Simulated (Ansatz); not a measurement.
# BH5S2Si: the cost of one run

All numbers are computed with Ansatz 0.2.0, driven from Python. Level of theory: CAM-B3LYP/def2-SVP.

## (1) The system

Bond lengths: Si1–B2 1.921 Å, B2–S3 1.854 Å, S3–S4 2.094 Å, Si1–H5 1.527 Å, Si1–H6 1.513 Å, Si1–H7 1.441 Å, B2–H8 1.136 Å, S4–H9 1.468 Å. Angles: Si1–B2–S3 119.1°, Si1–B2–H8 120.8°, S3–B2–H8 120.1°, B2–Si1–H5 108.5°, B2–Si1–H6 109.3°, B2–Si1–H7 113.0°, H5–Si1–H6 105.8°, H5–Si1–H7 109.9°, H6–Si1–H7 110.1°, B2–S3–S4 94.3°, S3–S4–H9 92.3°.

The script holds or builds the structure itself.

## (2) The code

The input, run_scan.py:

```python
"""Potential curve of BH5S2Si along one bond."""

import ansatz as az
from ase import Atoms
import matplotlib.pyplot as plt
import numpy as np

SETTINGS = {
    "basis": "def2-SVP",
    "functional": "cam_b3lyp",
}

atoms = Atoms(["Si", "B", "S", "S", "H", "H", "H", "H", "H"], positions=[
    (0.452, 0.5375, -1.3804),
    (-0.2545, -0.739, -0.13),
    (0.7304, -1.1572, 1.3846),
    (-0.1299, 0.353, 2.5529),
    (-0.561, 0.7237, -2.5078),
    (0.5704, 1.887, -0.7056),
    (1.7254, 0.1436, -1.9267),
    (-1.2453, -1.2583, -0.3271),
    (-1.199, -0.5367, 3.023),
])
bh5s2si = az.Crystal.molecule_from_ase(atoms)

symbols = [site.symbol for site in bh5s2si.cartesian_sites]
start = np.array([site.position_ang for site in bh5s2si.cartesian_sites])
axis = (start[6] - start[0]) / np.linalg.norm(start[6] - start[0])
moving = [6]
lengths, energies = [1.268, 1.325, 1.383, 1.441, 1.498, 1.556, 1.613, 1.7], []
for length in lengths:
    xyz = start.copy()
    xyz[moving] += (length - np.linalg.norm(start[6] - start[0])) * axis
    point = az.Crystal.molecule()
    for symbol, place in zip(symbols, xyz):
        point = point.atom(symbol, place.tolist())
    calc = (
        point.calculation()
        .basis(gaussian=SETTINGS["basis"])
        .functional(SETTINGS["functional"])
        .accuracy("medium")
        .scf(lower_state_search="light")
    )
    rep = calc.run(threads=1, backend="cpu").report
    energies.append(rep["free_energy_ev"])
    print(f"r = {length:6.3f} A  E = {energies[-1]:.5f} eV  <S^2> = {abs(rep['mean_field']['state']['spin_squared']):.3f}")

# quartic fit about the minimum
fit = np.polynomial.Polynomial.fit(lengths, np.array(energies) - min(energies), 4).convert()
roots = [r.real for r in fit.deriv().roots() if abs(r.imag) < 1e-9 and fit.deriv(2)(r.real) > 0]
r_e = min(roots, key=lambda r: abs(r - lengths[int(np.argmin(energies))]))
print(f"minimum of the fit at {r_e:.4f} A, force constant {fit.deriv(2)(r_e):.2f} eV/A^2")
plt.figure(figsize=(4.5, 3))
plt.plot(lengths, np.array(energies) - min(energies), "o-")
plt.xlabel("bond length (A)")
plt.ylabel("E - E(min) (eV)")
plt.tight_layout()
plt.savefig("scan.png", dpi=100)
```

## (3) What the engine is handed

The package turns the script's settings into the engine's input (first run):

```yaml
crystal:
  periodic: [false, false, false]
  atoms:
    - { symbol: Si, position_ang: [0.452, 0.5375, -1.3804] }
    - { symbol: B, position_ang: [-0.2545, -0.739, -0.13] }
    - { symbol: S, position_ang: [0.7304, -1.1572, 1.3846] }
    - { symbol: S, position_ang: [-0.1299, 0.353, 2.5529] }
    - { symbol: H, position_ang: [-0.561, 0.7237, -2.5078] }
    - { symbol: H, position_ang: [0.5704, 1.887, -0.7056] }
    - { symbol: H, position_ang: [1.5728810138132814, 0.1907785995437007, -1.8612679895132682] }
    - { symbol: H, position_ang: [-1.2453, -1.2583, -0.3271] }
    - { symbol: H, position_ang: [-1.199, -0.5367, 3.023] }
accuracy: medium
basis:
  gaussian:
    orbitals: def2-SVP
hamiltonian:
  xc: cam_b3lyp
scf:
  lower_state_search: light
```

## (4) The run

On the command line:

```
> python run_scan.py
```

**Question.** How long does this script take on 1 thread of Arm Neoverse V1, shared host, and how much memory does it need?

About 31 s, with a peak of 0.31 GiB.
